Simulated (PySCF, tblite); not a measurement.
**C₆H₇BF₂: geometry, infrared bands and NMR shifts**

What infrared bands and NMR shifts should C₆H₇BF₂ (`FB(F)[C@@]12[C@H]3C[C@@H]1[C@@H]2C3`) show?

The runs use tblite 0.8.0 and PySCF 2.14.0, with density-fitted response routines of our own; the level of theory stands in each step. All values are computed, except where a source is named. Atoms count from 0, in the outputs and in this text.

### 1 Starting geometry

16 atoms, charge 0, multiplicity 1; geometry from: force field or distance geometry start.

Bonds of the start (Å): F0–B1 1.45, B1–F2 1.45, B1–C3 1.60, C3–C4 1.47, C4–C5 1.54, C5–C6 1.54, C6–C7 1.57, C7–C8 1.54, C6–C3 1.48, C7–C3 1.47, C8–C4 1.54, C4–H9 1.11, C5–H10 1.11, C5–H11 1.11, C6–H12 1.12, C7–H13 1.10, C8–H14 1.12, C8–H15 1.11.

### 2 Relaxing the molecule with GFN2-xTB

What the job is given:

```
{"job": {"kind": "relax", "xc": "GFN2-xTB", "basis": "xTB"}, "charge": 0, "multiplicity": 1}
F      3.085800     0.228000     0.763700
B      2.027500    -0.636800     0.271800
F      2.363400    -1.986100    -0.143500
C      0.539200    -0.080400     0.111400
C     -0.328200     0.248800    -1.024300
C     -1.273500    -0.867000    -0.548200
C     -0.583400    -0.739000     0.820700
C     -0.222000     0.774700     1.040800
C     -0.717000     1.503400    -0.221600
H      0.126200     0.284100    -2.038500
H     -1.065700    -1.846100    -1.037800
H     -2.348700    -0.590100    -0.528900
H     -0.202500    -1.595400     1.431100
H      0.505600     1.187500     1.759600
H     -1.816700     1.729500    -0.208900
H     -0.097300     2.393800    -0.458900
```

On the command line:

```
$ OMP_NUM_THREADS=1 python probes_run.py task.json out
```

The driver reads the jobs from task.json and runs them one after another.

**Question.** This job is followed by: GFN2-xTB harmonic vibrations, gas phase; GIAO PBE0/pcSseg-1 NMR shielding, non-relativistic, gas phase. Predict these results of the whole session: strongest single infrared mode (GFN2-xTB); zero-point energy (GFN2-xTB); ¹³C shifts against TMS (PBE0/pcSseg-1, means over atoms taken as alike); ¹H shifts against TMS (PBE0/pcSseg-1, means over atoms taken as alike); ¹⁹F shifts against CFCl3 (PBE0/pcSseg-1, means over atoms taken as alike); ¹¹B shifts against BF3·OEt2 (PBE0/pcSseg-1).

As calculated:

| quantity | value |
| --- | --- |
| strongest single infrared mode (GFN2-xTB) | 1233 cm⁻¹, 314 km/mol |
| zero-point energy (GFN2-xTB) | 75.8 kcal/mol |
| ¹³C shifts against TMS (PBE0/pcSseg-1, means over atoms taken as alike) | 40.5, 37.8, 35.6, 31.4 ppm |
| ¹H shifts against TMS (PBE0/pcSseg-1, means over atoms taken as alike) | 2.63, 2.49, 2.23, 1.71 ppm |
| ¹⁹F shifts against CFCl3 (PBE0/pcSseg-1, means over atoms taken as alike) | -82.1 ppm |
| ¹¹B shifts against BF3·OEt2 (PBE0/pcSseg-1) | 28.3 ppm |

**Reading.** Over 78 steps the energy fell by 2.166 eV; of the close pairs, B1–F2 changed most, 1.451 to 1.325 Å. No mode is imaginary among the 42: a minimum at this level. GFN2-xTB is a fitted tight-binding method: band positions and strengths are rough. Its intensities can rank the bands wrongly. At PBE0/pcSseg-1: Shielding is most anisotropic at F0, F2 (span 286 ppm, paramagnetic term -216 ppm).
